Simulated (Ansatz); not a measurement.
# Arsine (AsH₃): basis-set convergence

Aim: see how fast density functionals converge with the basis set for arsine (AsH₃).

The runs use Ansatz 0.2.0, Gaussian basis; one geometry, several basis sets.

Levels to be run: PBE0-D4/def2-SVP; ωB97M-V/def2-SVP; PBE0-D4/def2-QZVPP; ωB97M-V/def2-QZVPP; the functionals' def2-TZVPP values are taken from earlier runs.

### 1 Structure used throughout

All runs share one geometry, relaxed beforehand with PBE0-D4 in a triple-zeta def2 set.

SMILES `[AsH3]`, 4 atoms, charge 0, spin multiplicity 1.

Atoms are counted from 1 here; the program's logs count them from 0.

Bond lengths: As1–H2 1.522 Å, As1–H3 1.522 Å, As1–H4 1.522 Å. Angles: H2–As1–H3 92.0°, H2–As1–H4 92.0°, H3–As1–H4 92.0°.

### 2 PBE0-D4 in def2-SVP

The input, in.yaml:

```yaml
crystal:
  periodic: [false, false, false]
  atoms:
    - {symbol: As, position_ang: [-0.215793, 0.487646, -0.346016]}
    - {symbol: H, position_ang: [0.349935, 0.630320, 1.059371]}
    - {symbol: H, position_ang: [-1.067997, -0.705456, 0.061106]}
    - {symbol: H, position_ang: [0.933855, -0.412500, -0.774461]}
basis:
  gaussian: {orbitals: def2-SVP}
hamiltonian: {xc: pbe0, dispersion: d4}
output: {orbitals: {seedname: orbitals}}
```

Started as:

```bash
$ ansatz run in.yaml --threads 2 --pin off --events-out ev --progress --plain --max-ram 32768MiB --backend cpu
```

After this run come: ωB97M-V in def2-SVP; PBE0-D4 in def2-QZVPP; ωB97M-V in def2-QZVPP.

**Question.** What will the summary of the whole plan be? Wanted: PBE0-D4: double and triple zeta above quadruple; ωB97M-V: double and triple zeta above quadruple.

The runs gave:

| quantity | value |
| --- | --- |
| PBE0-D4: double and triple zeta above quadruple | 8.89, 1.32 eV |
| ωB97M-V: double and triple zeta above quadruple | 8.88, 1.30 eV |

In words: PBE0-D4 gains 7.57 eV from double to triple zeta, then 1.32 eV more. These are total energies; as a rule much of such shifts cancels in differences, which this series doesn't test. The LUMO of ωB97M-V is positive and keeps falling with the basis (2.86 to 1.72 eV): an unbound level that the basis holds in place.
